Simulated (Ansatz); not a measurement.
**CBr2F2 (dibromodifluoromethane): wB97M-V/cc-pVDZ**

Aim: the electronic atomisation energy of CBr2F2 (dibromodifluoromethane) at wB97M-V/cc-pVDZ, from 4 runs. 

The calculation is run with Ansatz 0.2.0.

57 further runs of the same task are left out: 57 set aside as unsound or not needed.

## 1. The molecule

The species is CBr2F2 (5 atoms), meant as a singlet with charge 0. SMILES: `FC(F)(Br)Br`. The shape is that of a PBE0-D4/def2-TZVP optimisation.

Bond lengths: F1–C2 1.324 Å, C2–F3 1.324 Å, C2–Br4 1.933 Å, C2–Br5 1.933 Å. Angles: F1–C2–F3 108.1°, F1–C2–Br4 109.2°, F1–C2–Br5 109.2°, F3–C2–Br4 109.2°, F3–C2–Br5 109.2°, Br4–C2–Br5 111.7°.

## 2. A single-point energy at wB97M-V/cc-pVDZ

File input.yaml:

```yaml
crystal:
  periodic: [false, false, false]
  atoms:
    - {symbol: F, position_ang: [-0.970400, -0.113400, 0.986300]}
    - {symbol: C, position_ang: [0.004800, -0.087600, 0.090900]}
    - {symbol: F, position_ang: [0.914800, -0.981400, 0.446600]}
    - {symbol: Br, position_ang: [-0.709300, -0.561200, -1.642100]}
    - {symbol: Br, position_ang: [0.810000, 1.669900, 0.077000]}
basis:
  gaussian: {orbitals: cc-pVDZ}
hamiltonian: {xc: {name: wB97M-V}}
output: {orbitals: {seedname: orbitals}}
accuracy: high
```

Launch:

```bash
$ ansatz run input.yaml --threads 1 --pin off --max-ram 3480MiB --events-out events.jsonl --progress --plain --runs-dir runs
```

What it wrote:

```text
Warning: RAYON_NUM_THREADS=1 ignored (pool sized by the plan → 1); use --threads N
Functional definition: wB97M-V
  name "wB97M-V"
  parameter omega = 0.3/bohr
  parameter cx = 0.15
  parameter cx01 = 1.007
  parameter cx10 = 0.259
  parameter css00 = 0.443
  parameter css04 = -1.437
  parameter css10 = -4.535
  parameter css20 = -3.390
  parameter css43 = 4.278
  parameter cos00 = 1.000
  parameter cos10 = 1.358
  parameter cos20 = 2.924
  parameter cos21 = -8.812
  parameter cos60 = -1.390
  parameter cos61 = 9.142
  parameter b = 6.0
  parameter c = 0.01
  gx(w, u) = 1 - cx + cx01*u + cx10*w
  gss(w, u) = css00 + css04*u^4 + css10*w + css20*w^2 + css43*w^4*u^3
  gos(w, u) = cos00 + cos10*w + (cos20 + cos21*u)*w^2 + (cos60 + cos61*u)*w^6
  exchange = spin_sum(e_x_unif_sr(omega)*gx(b97_w, b97_u_x)) + cx*exact_x_sr(omega) + exact_x_lr(omega)
  correlation = spin_sum(e_c_pw_mod_same_spin*gss(b97_w, b97_u_same))
      + integral(e_c_pw_mod_opposite_spin*gos(b97_w_opposite, b97_u_opposite)) + vv10(b, c)
2003 factors; integrals over basis functions are off by at most 4.6e-9 eV
297 factors; integrals over basis functions are off by at most 2.0e-9 eV
mean field evaluation 1: about -146548.8627 eV, gradient 4.1e1 eV
mean field evaluation 2: about -146547.5535 eV, gradient 5.3e1 eV
mean field evaluation 4: about -146552.2812 eV, gradient 3.8e-1 eV
mean field evaluation 8: about -146552.3833 eV, gradient 1.4e-2 eV
mean field evaluation 16: about -146552.3833 eV, gradient 1.4e-5 eV
mean field -146552.38332698 eV, -5385.7007504932 hartree, gradient 5.5e-8 eV, S^2 0.000000; 0 other end points of the search recorded, 0 dependent functions left out
reference -146552.38332968 eV, -5385.7007505926 hartree; 47, 47 occupied and 49, 49 virtual orbitals, 2003 factors
Total energy: -146552.38332968 eV, -5385.7007505926 hartree
```

Run time: 50 s. Hardware: 1 thread of AMD EPYC 9R14 (Zen 4), shared host; peak memory 0.73 GiB.

## 3. The Br atom at the same level

File run.yaml:

```yaml
crystal:
  periodic: [false, false, false]
  atoms:
    - symbol: Br
      position_ang: [0.000000, 0.000000, 0.000000]
basis:
  gaussian:
    orbitals: cc-pVDZ
magnetization:
  spin_polarized: true
  initial_magnetization: 1
accuracy: high
hamiltonian:
  xc: {name: wB97M-V}
```

Run the same way, it converges to -2573.94059 Eh (log not shown).

## 4. The C atom, same level

File in.yaml:

```yaml
crystal:
  periodic: [false, false, false]
  atoms:
    - symbol: C
      position_ang: [0.000000, 0.000000, 0.000000]
basis:
  gaussian: {orbitals: cc-pVDZ}
magnetization: {spin_polarized: true, initial_magnetization: 2}
hamiltonian: {xc: {name: wB97M-V}}
accuracy: high
```

Run the same way, it converges to -37.83841 Eh (log not shown).

## 5. The F atom at the same level

File input.yaml:

```yaml
crystal:
  periodic: [false, false, false]
  atoms:
    - symbol: F
      position_ang: [0.000000, 0.000000, 0.000000]
basis:
  gaussian: {orbitals: cc-pVDZ}
magnetization: {spin_polarized: true, initial_magnetization: 1}
hamiltonian: {xc: {name: wB97M-V}}
accuracy: high
```

Run the same way, it converges to -99.70242 Eh (log not shown).

## 6. Results

Level: wB97M-V/cc-pVDZ.

| quantity | value |
| --- | --- |
| molecule: total energy | -5385.70075 Eh |
| molecule: HOMO energy | -10.67 eV |
| molecule: LUMO energy | 0.71 eV |
| molecule: HOMO–LUMO gap | 11.37 eV |
| Br atom: total energy | -2573.94059 Eh |
| Br atom: ⟨S²⟩ | 0.751 |
| C atom: total energy | -37.83841 Eh |
| C atom: ⟨S²⟩ | 2.001 |
| F atom: total energy | -99.70242 Eh |
| F atom: ⟨S²⟩ | 0.751 |
| electronic atomisation energy | 15.683 eV |

What this shows: Taking the molecule apart into free atoms costs 15.68 eV (362 kcal/mol), before zero-point energy and without spin-orbit coupling.
